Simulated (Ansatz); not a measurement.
# MnS (Fm-3m): which magnetic order lies lowest

One table from this session's results is given with a row withheld; the runs are named, their logs left out.

The COD entry's cell or inner coordinates are ideal or old and differ from later refinements, so a difference from it is no clean test against experiment.

Computed with Ansatz 0.2.0 (DFT r²SCAN, scalar-relativistic, plane waves, PAW, unless a step's input says otherwise).

## The system as given

The structure is cubic, space group Fm-3m (No. 225). Conventional cell: a = 5.220 Å, b = 5.220 Å, c = 5.220 Å, α = 90.00°, β = 90.00°, γ = 90.00°. Mn (site symmetry m-3m) has 6 S at 2.61 Å as nearest neighbours. S (site symmetry m-3m) has 6 Mn at 2.61 Å as nearest neighbours.

As a file:

```
Mn S
1.0
     0.00000    2.61005    2.61005
     2.61005    0.00000    2.61005
     2.61005    2.61005    0.00000
Mn S
1 1
Direct
  0.00000 0.00000 0.00000
  0.50000 0.50000 0.50000
```

An earlier run at r²SCAN left this cell at 17.781 Å³/atom and 0.08 GPa (12×12×12 mesh).

The first run:

input.yaml reads:

```yaml
crystal:
  lattice:
    - [0.0, 2.6100487641, -2.6100487641]
    - [0.0, 2.6100487641, 2.6100487641]
    - [5.2200975282, 0.0, 0.0]
  atoms:
    - { symbol: Mn, position: [0.0, 0.0, 0.0], spin: 5.0 }
    - { symbol: S, position: [0.0, 1.0, 0.5] }
    - { symbol: Mn, position: [0.5, 0.5, 0.5], spin: 5.0 }
    - { symbol: S, position: [0.5, 1.5, 1.0] }
basis:
  ecutwfc: 500
  ecutrho_ratio: 4
kpoints:
  mp_grid: { grid: [8, 8, 6] }
hamiltonian:
  xc: r2scan
scf:
  occupations: { method: gaussian, width: 0.05 }
  lower_state_search: "off"
output:
  forces: true
  stress: true
  eigenvalues: true
  populations: true
magnetization:
  spin_polarized: true
```

On the command line:

```bash
ansatz run input.yaml --threads 4 --pin off --max-ram 10240MiB --backend cpu --events-out ev --progress --plain --runs-dir out
```

Among the steps run: Ferromagnetic, larger cell; Antiferromagnetic, propagation vector (1, 0, 0); Antiferromagnetic, propagation vector (1/2, 1/2, -1/2); No spin polarisation.

One table of the session follows, with a row left open; its other results are not shown here.

```
                                                 order  above the lowest (meV/atom)  largest moment (μB)  pressure (GPa)  gap on the mesh (eV)
                                         ferromagnetic                         53.6                 4.46             0.1                  0.00
       antiferromagnetic, propagation vector (1, 0, 0)                            ?                    ?               ?                     ?
antiferromagnetic, propagation vector (1/2, 1/2, -1/2)                          0.0                 4.34            -2.4                  1.79
                                  no spin polarisation                       1818.6                 0.00           -21.8                  0.00
```

**Question.** Estimate the row for antiferromagnetic, propagation vector (1, 0, 0).

As computed: above the lowest (meV/atom): 39.7; largest moment (μB): 4.43; pressure (GPa): -0.8; gap on the mesh (eV): 0.40. In the column «above the lowest (meV/atom)» it lies between antiferromagnetic, propagation vector (1/2, 1/2, -1/2) (0.0) and ferromagnetic (53.6).

The first row is the run of the earlier session that started with parallel moments (-2405.9265 eV/atom).

To keep in mind: Only these orders were tried, at zero temperature; the one found in experiment may not be among them. Warnings in the runs' records: stability check not made.
